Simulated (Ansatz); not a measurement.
Crystal: Ta3N.

```xyz
4
Lattice="3.0322 0.0000 0.0000 -1.5161 2.6260 0.0000 0.0000 0.0000 7.5241" Properties=species:S:1:pos:R:3 pbc="T T T"
Ta    1.5161    0.8753    6.2155
Ta    0.0000    1.7507    1.3087
Ta    0.0000    0.0000    3.7621
N     0.0000    0.0000    0.0000
```

The cell comes from a database or a generator and needn't be the stable form of this composition.

Base run:

- Program: Ansatz 0.2.0
- Functional: PBE
- Potentials or basis: Ansatz PAW
- Cutoff: 420 eV (not typed: the program's choice for these potentials)
- k mesh: 10 × 10 × 4
- Occupations: fermi-dirac, width 0.05 eV
- Spin: no spin polarisation
- Hubbard terms: Ta d U = 3 eV

Its results: band gap on the k mesh none (metal or under the smearing width); pressure 1.8 GPa; largest force 0.034 eV/Å.

The run is repeated on the same cell with these changes: hubbard terms from Ta d U = 3 eV to Ta d U = 4 eV. What comes out?

Band gap on the k mesh none (metal or under the smearing width); pressure 2.8 GPa; largest force 0.018 eV/Å.

Caveats: U without spin polarisation on a metal has little footing; the density of states is complete only up to the lowest level of the last band computed.
